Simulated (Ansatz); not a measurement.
# Sr2PrF3: the cost of one run

Computed with Ansatz 0.2.0 (DFT PBE, scalar-relativistic, plane waves, PAW; 4f electrons in the core of a trivalent norm-conserving potential, unless a step's input says otherwise).

1 further run of the same task is left out (it didn't finish). Runs told in other sessions of the task aren't counted.

**1. Starting point**

The structure is tetragonal, space group P4/mmm (No. 123). Conventional cell: a = 5.745 Å, b = 5.745 Å, c = 4.490 Å, α = 90.00°, β = 90.00°, γ = 90.00°. Sr (site symmetry mmm) has 2 F at 2.25 Å in its first shell of neighbours. Around Pr (site symmetry 4/mmm) lie 2 F at 2.25 Å. Around F (site symmetry 4/mmm) lie 2 Pr at 2.25 Å. F (site symmetry mmm) has 2 Sr at 2.25 Å in its first shell of neighbours.

As a file:

```cif
data_structure
_symmetry_space_group_name_H-M 'P4/mmm'
_symmetry_Int_Tables_number 123
_cell_length_a 5.7451
_cell_length_b 5.7451
_cell_length_c 4.4902
_cell_angle_alpha 90.000
_cell_angle_beta 90.000
_cell_angle_gamma 90.000
_cell_volume 148.21
loop_
_atom_site_label
_atom_site_type_symbol
_atom_site_symmetry_multiplicity
_atom_site_Wyckoff_symbol
_atom_site_fract_x
_atom_site_fract_y
_atom_site_fract_z
_atom_site_occupancy
Sr1 Sr 2 f 0.00000 0.50000 0.00000 1
Pr1 Pr 1 a 0.00000 0.00000 0.00000 1
F1 F 1 b 0.00000 0.00000 0.50000 1
F2 F 2 e 0.00000 0.50000 0.50000 1
```

Recipe of the guess: random cell by space group and Wyckoff sites (P4/mmm, No. 123). Its size is a rough estimate.

**2. Probe: one point on a coarse mesh**

File input.yaml:

```yaml
crystal:
  lattice:
    - [5.74510972, 0.0, 0.0]
    - [0.0, 5.74510972, 0.0]
    - [0.0, 0.0, 4.49022948]
  atoms:
    - { symbol: Sr, position: [0.0, 0.5, 0.0] }
    - { symbol: Sr, position: [0.5, 0.0, 0.0] }
    - { symbol: Pr, position: [0.0, 0.0, 0.0] }
    - { symbol: F, position: [0.0, 0.0, 0.5] }
    - { symbol: F, position: [0.0, 0.5, 0.5] }
    - { symbol: F, position: [0.5, 0.0, 0.5] }
basis:
  ecutwfc: 660
kpoints:
  mp_grid: { grid: [4, 4, 4] }
hamiltonian:
  xc: pbe
  pseudopotentials:
    kind: paw
    azcp: { Pr: "pseudopotentials/pbe/nc/lanthanide_3plus/Pr.nc.azcp" }
scf:
  occupations: { method: gaussian, width: 0.1 }
  lower_state_search: "off"
output:
  forces: true
  stress: true
  eigenvalues: true
```

On the command line:

```
$ ansatz run input.yaml --threads 1 --pin off --max-ram 2560MiB --backend cpu --events-out ev --progress --plain --runs-dir out
```

What time and memory should one allow on 1 thread of Arm Neoverse V1, shared host?

About 14 s, with a peak of 0.46 GiB.
